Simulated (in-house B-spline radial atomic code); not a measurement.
# W¹⁴⁺: binding energies from hole states

Wanted: ΔSCF binding energies of W¹⁴⁺.

The numbers are computed with in-house B-spline radial atomic code version 1 (Dirac-Hartree-Fock, average of configuration, Fermi nucleus, basis-set limit), except any that are marked as measured or tabulated.

## Step 1: What is computed

| Quantity | Value |
| --- | --- |
| element | tungsten (Z = 74) |
| charge | +14 |
| electrons | 60 |
| configuration | [Kr] 4d10 4f12 5s2 |
| Hamiltonian | Dirac-Coulomb |
| nucleus | Fermi, rms radius 5.366 fm |

Outer shells as boxes (Hund's rule):

[Kr] 4d10 4f12 5s2
```
[Kr] core
4d [↑↓][↑↓][↑↓][↑↓][↑↓]
4f [↑↓][↑↓][↑↓][↑↓][↑↓][↑ ][↑ ]
5s [↑↓]
```

The boxes draw the filling by Hund's rule, which heavy ions in jj coupling don't follow; these runs average over all states of the configuration.

Settings of the run:

```ini
Z = 74
electrons = 60.0
configuration = [Kr] 4d10 4f12 5s2
hamiltonian = dirac
method = hf
spin_polarised = False
nucleus = fermi
rms_radius = 5.3658
mass_number = 184
atomic_mass = 183.95093318
speed_of_light = 137.035999084
```

The reference is known from an earlier run: -16091.089789 hartree in all. Up to eight levels, counted from the top:

```csv
orbital,occupation,energy (eV),<r> (bohr)
4s1/2,2,-910.30,0.4470
4p1/2,2,-805.23,0.4527
4p3/2,4,-734.41,0.4827
4d3/2,4,-562.40,0.4950
4d5/2,6,-548.99,0.5053
5s1/2,2,-332.99,0.9566
4f5/2,5.14286,-332.40,0.5370
4f7/2,6.85714,-329.83,0.5427
```

## Step 2: The 1s hole

The settings differ from step 1 so:

```diff
@@ -1,4 +1,4 @@
 Z = 74
-electrons = 60.0
-configuration = [Kr] 4d10 4f12 5s2
+electrons = 59.0
+configuration = 1s1 2s2 2p6 3s2 3p6 3d10 4s2 4p6 4d10 4f12 5s2
 hamiltonian = dirac
```

From the run's result record (rounded, not every field):

```text
{
  "status": "converged",
  "scf [iteration, energy, orbital gradient]": [
    [1, -13375.2984974, 3.24],
    [2, -13465.0183879, 2.16],
    [3, -13508.3563587, 0.554],
    [4, -13511.6242168, 0.173],
    [5, -13511.7419732, 0.0744],
    [6, -13511.8008048, 0.0047],
    [7, -13511.8008722, 0.00049],
    [8, -13511.800873, 4.22e-05],
    [9, -13511.800873, 2.98e-06],
    [10, -13511.800873, 1.14e-07]
  ],
  "energy [hartree]": {"total": -13511.800873, "kinetic": 15052.560264, "nuclear": -33617.7568165, "coulomb": 5306.87291089, "exact_exchange": -253.477231398},
  "breit [hartree]": {"gaunt": 9.926231, "retardation": -1.336615, "frequency_dependence": -0.1833077},
  "qed [hartree]": {"self_energy": 8.56401, "uehling": -1.554312, "wichmann_kroll": 0.06171066},
  "recoil [hartree]": 0.02635909,
  "total_with_corrections [hartree]": -13496.2967967,
  "orbitals [hartree, bohr; first row names the columns]": [
    ["name", "occ", "eps", "<r>"],
    ["1s1/2", 1.0, -2628.3096, 0.018303],
    ["2s1/2", 2.0, -471.72218, 0.076105],
    ["2p1/2", 2.0, -454.27917, 0.062763],
    ["2p3/2", 4.0, -402.07879, 0.0707],
    ["3s1/2", 2.0, -120.7345, 0.19753],
    ["3p1/2", 2.0, -112.15549, 0.18718],
    ["3p3/2", 4.0, -100.64074, 0.20171],
    ["3d3/2", 4.0, -85.405564, 0.17638],
    ["3d5/2", 6.0, -82.889928, 0.18091],
    ["4s1/2", 2.0, -35.483942, 0.43994],
    ["4p1/2", 2.0, -31.701561, 0.44347],
    ["4p3/2", 4.0, -28.938196, 0.47309],
    ["4d3/2", 4.0, -22.482288, 0.48281],
    ["4d5/2", 6.0, -21.948552, 0.49303],
    ["4f5/2", 5.1429, -13.723874, 0.51709],
    ["4f7/2", 6.8571, -13.61795, 0.52262],
    ["5s1/2", 2.0, -13.384246, 0.93115]
  ],
  "sum_r [bohr^k]": {"-1": 454.3115, "1": 20.59992, "2": 11.21274},
  "energy_minus_base [hartree]": 2579.28892,
  "energy_minus_base_with_corrections [hartree]": 2566.45611
}
```

Wall time 0.84 s (1 thread, shared host).

energy_minus_base is the energy less that of the reference run.

## Step 3: The 2s hole

The settings differ from step 2 so:

```diff
@@ -2,3 +2,3 @@
 electrons = 59.0
-configuration = 1s1 2s2 2p6 3s2 3p6 3d10 4s2 4p6 4d10 4f12 5s2
+configuration = 1s2 2s1 2p6 3s2 3p6 3d10 4s2 4p6 4d10 4f12 5s2
 hamiltonian = dirac
```

From the record:

```text
{
  "status": "converged",
  "scf [iteration, energy, orbital gradient]": [
    [1, -15498.6961881, 3.24],
    [2, -15587.3103229, 2.15],
    [3, -15629.684607, 0.557],
    [4, -15632.901352, 0.173],
    [5, -15633.0208137, 0.0738],
    [6, -15633.0787619, 0.0069],
    [7, -15633.0788581, 0.000509],
    [8, -15633.0788588, 5.22e-05],
    [9, -15633.0788588, 2.88e-06],
    [10, -15633.0788588, 1.19e-07]
  ],
  "energy [hartree]": {"total": -15633.0788588, "kinetic": 17532.1207776, "nuclear": -38298.651031, "coulomb": 5420.61836111, "exact_exchange": -287.166966532},
  "breit [hartree]": {"gaunt": 18.1708, "retardation": -1.944781, "frequency_dependence": -0.344916},
  "qed [hartree]": {"self_energy": 13.22585, "uehling": -2.484682, "wichmann_kroll": 0.0988105},
  "recoil [hartree]": 0.02845234,
  "total_with_corrections [hartree]": -15606.3293276,
  "orbitals [hartree, bohr; first row names the columns]": [
    ["name", "occ", "eps", "<r>"],
    ["1s1/2", 2.0, -2594.2091, 0.018345],
    ["2s1/2", 1.0, -468.19175, 0.076843],
    ["2p1/2", 2.0, -447.3405, 0.063417],
    ["2p3/2", 4.0, -396.95844, 0.071287],
    ["3s1/2", 2.0, -119.8712, 0.19832],
    ["3p1/2", 2.0, -111.15637, 0.18838],
    ["3p3/2", 4.0, -99.936923, 0.20272],
    ["3d3/2", 4.0, -85.245917, 0.17689],
    ["3d5/2", 6.0, -82.77349, 0.18136],
    ["4s1/2", 2.0, -35.284441, 0.4417],
    ["4p1/2", 2.0, -31.476851, 0.4458],
    ["4p3/2", 4.0, -28.780981, 0.47505],
    ["4d3/2", 4.0, -22.448865, 0.48362],
    ["4d5/2", 6.0, -21.924424, 0.49369],
    ["4f5/2", 5.1429, -13.762331, 0.51582],
    ["4f7/2", 6.8571, -13.655391, 0.52134],
    ["5s1/2", 2.0, -13.3361, 0.93433]
  ],
  "sum_r [bohr^k]": {"-1": 517.5772, "1": 20.57377, "2": 11.23101},
  "energy_minus_base [hartree]": 458.01093,
  "energy_minus_base_with_corrections [hartree]": 456.423582
}
```

It took 0.82 s on 1 thread, shared host.

## Step 4: The 2p1/2 hole

In configurations, a minus sign after the shell means j = l − 1/2 and a plus sign j = l + 1/2; the count of electrons follows.

The settings differ from step 3 so:

```diff
@@ -2,3 +2,3 @@
 electrons = 59.0
-configuration = 1s2 2s1 2p6 3s2 3p6 3d10 4s2 4p6 4d10 4f12 5s2
+configuration = 1s2 2s2 2p-1 2p+4 3s2 3p6 3d10 4s2 4p6 4d10 4f12 5s2
 hamiltonian = dirac
```

From the record:

```text
{
  "status": "converged",
  "scf [iteration, energy, orbital gradient]": [
    [1, -15519.045053, 3.24],
    [2, -15607.8118069, 2.15],
    [3, -15650.4056676, 0.556],
    [4, -15653.6338992, 0.173],
    [5, -15653.7529097, 0.0739],
    [6, -15653.8110607, 0.00629],
    [7, -15653.8111474, 0.000507],
    [8, -15653.8111481, 5.33e-05],
    [9, -15653.8111482, 2.89e-06],
    [10, -15653.8111482, 1.12e-07]
  ],
  "energy [hartree]": {"total": -15653.8111482, "kinetic": 17561.8067712, "nuclear": -38332.0220674, "coulomb": 5404.24141305, "exact_exchange": -287.837264958},
  "breit [hartree]": {"gaunt": 17.43771, "retardation": -1.840758, "frequency_dependence": -0.3333996},
  "qed [hartree]": {"self_energy": 14.00492, "uehling": -2.623523, "wichmann_kroll": 0.1040799},
  "recoil [hartree]": 0.03049689,
  "total_with_corrections [hartree]": -15627.0316162,
  "orbitals [hartree, bohr; first row names the columns]": [
    ["name", "occ", "eps", "<r>"],
    ["1s1/2", 2.0, -2597.2889, 0.018332],
    ["2s1/2", 2.0, -467.90962, 0.076548],
    ["2p1/2", 1.0, -449.86978, 0.063639],
    ["2p3/2", 4.0, -398.6861, 0.071162],
    ["3s1/2", 2.0, -120.1508, 0.1982],
    ["3p1/2", 2.0, -111.09146, 0.18817],
    ["3p3/2", 4.0, -100.11834, 0.20247],
    ["3d3/2", 4.0, -85.179939, 0.17694],
    ["3d5/2", 6.0, -82.89517, 0.1811],
    ["4s1/2", 2.0, -35.344212, 0.44121],
    ["4p1/2", 2.0, -31.466848, 0.44582],
    ["4p3/2", 4.0, -28.820277, 0.47456],
    ["4d3/2", 4.0, -22.436177, 0.48378],
    ["4d5/2", 6.0, -21.948083, 0.49321],
    ["4f5/2", 5.1429, -13.753092, 0.51613],
    ["4f7/2", 6.8571, -13.647118, 0.52158],
    ["5s1/2", 2.0, -13.350124, 0.93339]
  ],
  "sum_r [bohr^k]": {"-1": 518.0298, "1": 20.57941, "2": 11.22627},
  "energy_minus_base [hartree]": 437.278641,
  "energy_minus_base_with_corrections [hartree]": 435.721293
}
```

It took 0.83 s on 1 thread, shared host.

## Step 5: The 2p3/2 hole

The settings differ from step 4 so:

```diff
@@ -2,3 +2,3 @@
 electrons = 59.0
-configuration = 1s2 2s2 2p-1 2p+4 3s2 3p6 3d10 4s2 4p6 4d10 4f12 5s2
+configuration = 1s2 2s2 2p-2 2p+3 3s2 3p6 3d10 4s2 4p6 4d10 4f12 5s2
 hamiltonian = dirac
```

From the record:

```text
{
  "status": "converged",
  "scf [iteration, energy, orbital gradient]": [
    [1, -15569.0092882, 3.24],
    [2, -15657.6624859, 2.15],
    [3, -15700.122794, 0.556],
    [4, -15703.3435079, 0.173],
    [5, -15703.4627361, 0.0739],
    [6, -15703.5207481, 0.00631],
    [7, -15703.5208406, 0.000509],
    [8, -15703.5208413, 5.31e-05],
    [9, -15703.5208413, 2.83e-06],
    [10, -15703.5208413, 1.1e-07]
  ],
  "energy [hartree]": {"total": -15703.5208413, "kinetic": 17732.8234839, "nuclear": -38562.3932511, "coulomb": 5415.29502261, "exact_exchange": -289.246096768},
  "breit [hartree]": {"gaunt": 17.98373, "retardation": -1.840964, "frequency_dependence": -0.2662539},
  "qed [hartree]": {"self_energy": 13.95235, "uehling": -2.63501, "wichmann_kroll": 0.1046023},
  "recoil [hartree]": 0.03017668,
  "total_with_corrections [hartree]": -15676.1922115,
  "orbitals [hartree, bohr; first row names the columns]": [
    ["name", "occ", "eps", "<r>"],
    ["1s1/2", 2.0, -2594.9437, 0.018337],
    ["2s1/2", 2.0, -467.34592, 0.076596],
    ["2p1/2", 2.0, -448.50024, 0.063383],
    ["2p3/2", 3.0, -398.22834, 0.071573],
    ["3s1/2", 2.0, -120.07233, 0.1983],
    ["3p1/2", 2.0, -111.25786, 0.18826],
    ["3p3/2", 4.0, -99.918159, 0.20246],
    ["3d3/2", 4.0, -85.325826, 0.17674],
    ["3d5/2", 6.0, -82.729966, 0.1814],
    ["4s1/2", 2.0, -35.326232, 0.44138],
    ["4p1/2", 2.0, -31.498699, 0.44557],
    ["4p3/2", 4.0, -28.778218, 0.47504],
    ["4d3/2", 4.0, -22.464799, 0.48333],
    ["4d5/2", 6.0, -21.917167, 0.49379],
    ["4f5/2", 5.1429, -13.759282, 0.51589],
    ["4f7/2", 6.8571, -13.651802, 0.52146],
    ["5s1/2", 2.0, -13.345873, 0.93368]
  ],
  "sum_r [bohr^k]": {"-1": 521.1431, "1": 20.57609, "2": 11.22857},
  "energy_minus_base [hartree]": 387.568948,
  "energy_minus_base_with_corrections [hartree]": 386.560698
}
```

Wall time 0.82 s (1 thread, shared host).

## Step 6: The 3s hole

The settings differ from step 5 so:

```diff
@@ -2,3 +2,3 @@
 electrons = 59.0
-configuration = 1s2 2s2 2p-2 2p+3 3s2 3p6 3d10 4s2 4p6 4d10 4f12 5s2
+configuration = 1s2 2s2 2p6 3s1 3p6 3d10 4s2 4p6 4d10 4f12 5s2
 hamiltonian = dirac
```

From the record:

```text
{
  "status": "converged",
  "scf [iteration, energy, orbital gradient]": [
    [1, -15844.8519188, 3.24],
    [2, -15931.9791303, 2.5],
    [3, -15972.2413029, 0.573],
    [4, -15975.3452871, 0.171],
    [5, -15975.4655408, 0.0795],
    [6, -15975.5218036, 0.00754],
    [7, -15975.5219405, 0.000508],
    [8, -15975.5219412, 5.79e-05],
    [9, -15975.5219412, 3.09e-06],
    [10, -15975.5219412, 1.21e-07]
  ],
  "energy [hartree]": {"total": -15975.5219412, "kinetic": 17974.7631817, "nuclear": -39150.9263968, "coulomb": 5498.44857084, "exact_exchange": -297.807296894},
  "breit [hartree]": {"gaunt": 18.99996, "retardation": -2.0143, "frequency_dependence": -0.3354888},
  "qed [hartree]": {"self_energy": 13.82997, "uehling": -2.59741, "wichmann_kroll": 0.1031775},
  "recoil [hartree]": 0.02929867,
  "total_with_corrections [hartree]": -15947.50673,
  "orbitals [hartree, bohr; first row names the columns]": [
    ["name", "occ", "eps", "<r>"],
    ["1s1/2", 2.0, -2586.5364, 0.018345],
    ["2s1/2", 2.0, -463.12207, 0.076908],
    ["2p1/2", 2.0, -442.83227, 0.063688],
    ["2p3/2", 4.0, -392.9336, 0.071592],
    ["3s1/2", 1.0, -119.27259, 0.20008],
    ["3p1/2", 2.0, -109.73499, 0.18965],
    ["3p3/2", 4.0, -98.685287, 0.20413],
    ["3d3/2", 4.0, -84.02096, 0.17861],
    ["3d5/2", 6.0, -81.633731, 0.18305],
    ["4s1/2", 2.0, -35.108834, 0.44295],
    ["4p1/2", 2.0, -31.301204, 0.44791],
    ["4p3/2", 4.0, -28.625937, 0.47721],
    ["4d3/2", 4.0, -22.310024, 0.48647],
    ["4d5/2", 6.0, -21.797371, 0.49644],
    ["4f5/2", 5.1429, -13.798128, 0.51589],
    ["4f7/2", 6.8571, -13.692654, 0.52128],
    ["5s1/2", 2.0, -13.296166, 0.93691]
  ],
  "sum_r [bohr^k]": {"-1": 529.0957, "1": 20.5294, "2": 11.26101},
  "energy_minus_base [hartree]": 115.567848,
  "energy_minus_base_with_corrections [hartree]": 115.246179
}
```

Wall time 0.82 s (1 thread, shared host).

## Step 7: The 3p1/2 hole

The settings differ from step 6 so:

```diff
@@ -2,3 +2,3 @@
 electrons = 59.0
-configuration = 1s2 2s2 2p6 3s1 3p6 3d10 4s2 4p6 4d10 4f12 5s2
+configuration = 1s2 2s2 2p6 3s2 3p-1 3p+4 3d10 4s2 4p6 4d10 4f12 5s2
 hamiltonian = dirac
```

From the record:

```text
{
  "status": "converged",
  "scf [iteration, energy, orbital gradient]": [
    [1, -15853.7431003, 3.27],
    [2, -15940.989479, 2.43],
    [3, -15981.3990929, 0.562],
    [4, -15984.5146864, 0.171],
    [5, -15984.6347267, 0.084],
    [6, -15984.6912531, 0.00662],
    [7, -15984.6913751, 0.000507],
    [8, -15984.6913758, 5.52e-05],
    [9, -15984.6913759, 2.78e-06],
    [10, -15984.6913759, 1.18e-07]
  ],
  "energy [hartree]": {"total": -15984.6913759, "kinetic": 17986.9175594, "nuclear": -39166.9289548, "coulomb": 5493.59719261, "exact_exchange": -298.277173104},
  "breit [hartree]": {"gaunt": 18.85886, "retardation": -1.994918, "frequency_dependence": -0.33569},
  "qed [hartree]": {"self_energy": 14.00502, "uehling": -2.628262, "wichmann_kroll": 0.104341},
  "recoil [hartree]": 0.02974416,
  "total_with_corrections [hartree]": -15956.6522778,
  "orbitals [hartree, bohr; first row names the columns]": [
    ["name", "occ", "eps", "<r>"],
    ["1s1/2", 2.0, -2587.0735, 0.018343],
    ["2s1/2", 2.0, -463.53552, 0.076827],
    ["2p1/2", 2.0, -442.89435, 0.063744],
    ["2p3/2", 4.0, -393.24396, 0.071573],
    ["3s1/2", 2.0, -118.866, 0.19938],
    ["3p1/2", 1.0, -110.30943, 0.19031],
    ["3p3/2", 4.0, -99.026376, 0.20396],
    ["3d3/2", 4.0, -83.870908, 0.17849],
    ["3d5/2", 6.0, -81.800466, 0.18295],
    ["4s1/2", 2.0, -35.169869, 0.443],
    ["4p1/2", 2.0, -31.247474, 0.4477],
    ["4p3/2", 4.0, -28.648824, 0.47695],
    ["4d3/2", 4.0, -22.310049, 0.48642],
    ["4d5/2", 6.0, -21.809725, 0.49616],
    ["4f5/2", 5.1429, -13.778901, 0.51657],
    ["4f7/2", 6.8571, -13.70066, 0.52076],
    ["5s1/2", 2.0, -13.308339, 0.93618]
  ],
  "sum_r [bohr^k]": {"-1": 529.3124, "1": 20.53245, "2": 11.25726},
  "energy_minus_base [hartree]": 106.398413,
  "energy_minus_base_with_corrections [hartree]": 106.100632
}
```

Run time: 0.81 s. Hardware: 1 thread, shared host.

## Step 8: The 3p3/2 hole

The settings differ from step 7 so:

```diff
@@ -2,3 +2,3 @@
 electrons = 59.0
-configuration = 1s2 2s2 2p6 3s2 3p-1 3p+4 3d10 4s2 4p6 4d10 4f12 5s2
+configuration = 1s2 2s2 2p6 3s2 3p-2 3p+3 3d10 4s2 4p6 4d10 4f12 5s2
 hamiltonian = dirac
```

From the record:

```text
{
  "status": "converged",
  "scf [iteration, energy, orbital gradient]": [
    [1, -15865.0978527, 3.35],
    [2, -15952.1463799, 2.52],
    [3, -15992.3004904, 0.556],
    [4, -15995.4022653, 0.171],
    [5, -15995.5223227, 0.083],
    [6, -15995.5786394, 0.0064],
    [7, -15995.578762, 0.000507],
    [8, -15995.5787627, 5.57e-05],
    [9, -15995.5787627, 2.71e-06],
    [10, -15995.5787627, 1.23e-07]
  ],
  "energy [hartree]": {"total": -15995.5787627, "kinetic": 18024.6625368, "nuclear": -39220.7862625, "coulomb": 5499.40783111, "exact_exchange": -298.862868115},
  "breit [hartree]": {"gaunt": 18.97054, "retardation": -1.994702, "frequency_dependence": -0.3189776},
  "qed [hartree]": {"self_energy": 13.99543, "uehling": -2.631184, "wichmann_kroll": 0.1044726},
  "recoil [hartree]": 0.0296553,
  "total_with_corrections [hartree]": -15967.4235293,
  "orbitals [hartree, bohr; first row names the columns]": [
    ["name", "occ", "eps", "<r>"],
    ["1s1/2", 2.0, -2586.5143, 0.018344],
    ["2s1/2", 2.0, -463.26166, 0.076843],
    ["2p1/2", 2.0, -442.8705, 0.06368],
    ["2p3/2", 4.0, -392.8439, 0.071653],
    ["3s1/2", 2.0, -118.76158, 0.19943],
    ["3p1/2", 2.0, -109.97035, 0.18965],
    ["3p3/2", 3.0, -98.992042, 0.2049],
    ["3d3/2", 4.0, -84.033422, 0.17865],
    ["3d5/2", 6.0, -81.504595, 0.18305],
    ["4s1/2", 2.0, -35.158673, 0.44317],
    ["4p1/2", 2.0, -31.311267, 0.44786],
    ["4p3/2", 4.0, -28.606139, 0.4767],
    ["4d3/2", 4.0, -22.310912, 0.48648],
    ["4d5/2", 6.0, -21.791384, 0.49661],
    ["4f5/2", 5.1429, -13.802127, 0.51579],
    ["4f7/2", 6.8571, -13.68111, 0.52186],
    ["5s1/2", 2.0, -13.305977, 0.93635]
  ],
  "sum_r [bohr^k]": {"-1": 530.0402, "1": 20.5283, "2": 11.26118},
  "energy_minus_base [hartree]": 95.5110264,
  "energy_minus_base_with_corrections [hartree]": 95.3293801
}
```

Run time: 0.82 s. Hardware: 1 thread, shared host.

## Step 9: The 3d3/2 hole

The settings differ from step 8 so:

```diff
@@ -2,3 +2,3 @@
 electrons = 59.0
-configuration = 1s2 2s2 2p6 3s2 3p-2 3p+3 3d10 4s2 4p6 4d10 4f12 5s2
+configuration = 1s2 2s2 2p6 3s2 3p6 3d-3 3d+6 4s2 4p6 4d10 4f12 5s2
 hamiltonian = dirac
```

From the record:

```text
{
  "status": "converged",
  "scf [iteration, energy, orbital gradient]": [
    [1, -15879.62629, 3.24],
    [2, -15967.0198781, 2.4],
    [3, -16007.5000406, 0.567],
    [4, -16010.6260409, 0.172],
    [5, -16010.7460071, 0.0775],
    [6, -16010.8027754, 0.00554],
    [7, -16010.8028784, 0.000501],
    [8, -16010.8028791, 5.28e-05],
    [9, -16010.8028791, 2.66e-06],
    [10, -16010.8028791, 1.18e-07]
  ],
  "energy [hartree]": {"total": -16010.8028791, "kinetic": 18041.272705, "nuclear": -39244.1885894, "coulomb": 5491.59427538, "exact_exchange": -299.481270112},
  "breit [hartree]": {"gaunt": 19.04308, "retardation": -2.015213, "frequency_dependence": -0.3335634},
  "qed [hartree]": {"self_energy": 14.02269, "uehling": -2.631319, "wichmann_kroll": 0.1044855},
  "recoil [hartree]": 0.02980653,
  "total_with_corrections [hartree]": -15982.5829092,
  "orbitals [hartree, bohr; first row names the columns]": [
    ["name", "occ", "eps", "<r>"],
    ["1s1/2", 2.0, -2586.3958, 0.018346],
    ["2s1/2", 2.0, -463.68412, 0.076845],
    ["2p1/2", 2.0, -443.05186, 0.063669],
    ["2p3/2", 4.0, -393.36914, 0.071596],
    ["3s1/2", 2.0, -119.22443, 0.19923],
    ["3p1/2", 2.0, -109.94081, 0.18956],
    ["3p3/2", 4.0, -99.161875, 0.20384],
    ["3d3/2", 3.0, -84.303211, 0.17953],
    ["3d5/2", 6.0, -81.976129, 0.18274],
    ["4s1/2", 2.0, -35.19544, 0.4428],
    ["4p1/2", 2.0, -31.316718, 0.4477],
    ["4p3/2", 4.0, -28.661791, 0.47678],
    ["4d3/2", 4.0, -22.296984, 0.48559],
    ["4d5/2", 6.0, -21.830084, 0.49578],
    ["4f5/2", 5.1429, -13.76084, 0.51721],
    ["4f7/2", 6.8571, -13.703619, 0.52048],
    ["5s1/2", 2.0, -13.313872, 0.93583]
  ],
  "sum_r [bohr^k]": {"-1": 530.3565, "1": 20.53787, "2": 11.25685},
  "energy_minus_base [hartree]": 80.28691,
  "energy_minus_base_with_corrections [hartree]": 80.1700002
}
```

Wall time 0.81 s (1 thread, shared host).

## Step 10: What the holes cost

| hole | ΔSCF (eV) | with Breit, QED, recoil (eV) | −ε of the parent (eV) | −ε less ΔSCF (eV) |
| --- | --- | --- | --- | --- |
| 1s | 70186.0 | 69836.8 | 70265.4 | 79.34 |
| 2s | 12463.1 | 12419.9 | 12507.3 | 44.17 |
| 2p1/2 | 11899.0 | 11856.6 | 11947.6 | 48.64 |
| 2p3/2 | 10546.3 | 10518.9 | 10591.9 | 45.57 |
| 3s | 3144.76 | 3136.01 | 3166.37 | 21.61 |
| 3p1/2 | 2895.25 | 2887.15 | 2917.87 | 22.62 |
| 3p3/2 | 2598.99 | 2594.04 | 2620.03 | 21.05 |
| 3d3/2 | 2184.72 | 2181.54 | 2208.38 | 23.66 |

What this shows: Koopmans' values overshoot, as they freeze the orbitals; relaxation lowers the cost by 79.3 eV for 1s and 23.66 eV for 3d3/2. The difference of the 1s and 2p3/2 holes gives a Kα1 line at 59318.0 eV for this charge state (with Breit, QED and recoil). The spin-orbit splitting of the 2p hole is 1337.73 eV with those corrections. Values are for the free ion, measured from the vacuum level.
